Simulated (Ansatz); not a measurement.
# H3NaSiTe (SMILES [Na][SiH2][TeH]): single points off equilibrium

An exercise on one series of results from a longer session: the logs are not shown, and one member is left open.

Program: Ansatz 0.2.0, Gaussian basis. Level of theory: single points in def2-TZVPP. These are calculated values, not measurements.

Correlated methods freeze the cores. Filled d shells of the heavier atoms are correlated. Core potentials replace the inner electrons past krypton, and spin-orbit coupling is left out. The outer core shell of Li, Na, Mg and K is correlated.

## The starting structure

SMILES `[Na][SiH2][TeH]`, 6 atoms, charge 0, spin multiplicity 1.

Atoms are counted from 1 here; the program's logs count them from 0.

Bond lengths: Na1–Si2 2.778 Å, Si2–Te3 2.456 Å, Si2–H4 1.437 Å, Si2–H5 1.488 Å, Te3–H6 1.812 Å. Angles: Na1–Si2–Te3 99.6°, Na1–Si2–H4 121.9°, Na1–Si2–H5 127.8°, Te3–Si2–H4 103.1°, Te3–Si2–H5 104.5°, H4–Si2–H5 96.7°, Si2–Te3–H6 92.2°.

Coordinates:

```
Na   -2.51190    0.57970    0.48970
Si   -0.16940   -0.48820   -0.55540
Te    1.43210    0.31520    1.12400
H     0.07210   -1.90480   -0.58500
H     0.47130   -0.17620   -1.86200
H     0.49540    1.84430    1.38520
```

Set-up of the first run:

run/in.yaml

```yaml
crystal:
  periodic: [false, false, false]
  atoms:
    - {symbol: Na, position_ang: [-2.511900, 0.579700, 0.489700]}
    - {symbol: Si, position_ang: [-0.169400, -0.488200, -0.555400]}
    - {symbol: Te, position_ang: [1.432100, 0.315200, 1.124000]}
    - {symbol: H, position_ang: [0.072100, -1.904800, -0.585000]}
    - {symbol: H, position_ang: [0.471300, -0.176200, -1.862000]}
    - {symbol: H, position_ang: [0.495400, 1.844300, 1.385200]}
basis:
  gaussian: {orbitals: def2-TZVPP}
correlation: {method: ccsd_t}
output: {forces: true}
```

The command line of these runs was not kept.

Among the steps run: CCSD(T)/def2-TZVPP; PBE0-D4/def2-TZVPP; wB97M-V/def2-TZVPP; r2SCAN-D4/def2-TZVPP; PBE-D4/def2-TZVPP; HSE06-D4/def2-TZVPP; LC-wPBE/def2-TZVPP.

One table of the session follows, with a row left open; its other results are not shown here.

| method | RMS force component (eV/Å) | angle to CCSD(T) forces (°) | dipole (D) |
| --- | --- | --- | --- |
| CCSD(T) | 0.830 | reference | 8.77 |
| PBE0-D4 | 0.803 | 4.2 | 8.30 |
| wB97M-V | 0.816 | 3.6 | 8.57 |
| r2SCAN-D4 | ? | ? | ? |
| PBE-D4 | 0.777 | 9.5 | 7.73 |
| HSE06-D4 | 0.802 | 4.2 | 8.27 |
| LC-wPBE | 0.840 | 8.4 | 8.92 |

**Question.** Estimate the row for r2SCAN-D4.

The run gave: RMS force component (eV/Å): 0.795; angle to CCSD(T) forces (°): 3.0; dipole (D): 8.52. In the column «RMS force component (eV/Å)» it lies between PBE-D4 (0.777) and HSE06-D4 (0.802).
